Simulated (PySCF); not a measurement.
# BCl2GeH3: the cost of one run

Programs: PySCF 2.14.0, with density-fitted response routines of our own. Each step states its level of theory. These are calculated values for one molecule in the gas phase, unless marked as measured. Atoms count from 0, in the outputs and in this text.

### 1 Starting geometry

7 atoms, charge 0, multiplicity 1; geometry from: GFN2-xTB. The atoms were then displaced at random by about 0.01 Å, so the start is not that level's minimum.

Bonds of the start (Å): Cl0–B1 1.70, B1–Cl2 1.70, B1–Ge3 1.98, Ge3–H4 1.50, Ge3–H5 1.50, Ge3–H6 1.50.

### 2 Geometry optimisation at PBE0-D3(BJ)/def2-SVP

Job settings and geometry (Å):

```
{"job": {"xc": "PBE0", "basis": "def2-SVP", "d3": "d3bj", "grid": 1, "shake": 0.01, "kind": "geom"}, "charge": 0, "multiplicity": 1}
Cl     1.876590     1.661080    -0.218180
B      1.139200     0.131830    -0.162540
Cl     2.130430    -1.238750    -0.312560
Ge    -0.813090    -0.082730     0.094520
H     -1.209610    -0.636820     1.427610
H     -1.475880    -1.041400    -0.855850
H     -1.613680     1.177690    -0.022910
```

Run with:

```console
OMP_NUM_THREADS=1 python probes_run.py task.json out
```

This one command runs all jobs of the session in turn.

Q: Estimate the wall time and peak memory of this first job on 1 thread of Arm Neoverse V1, shared host.

About 22 s, with a peak of 0.41 GiB.
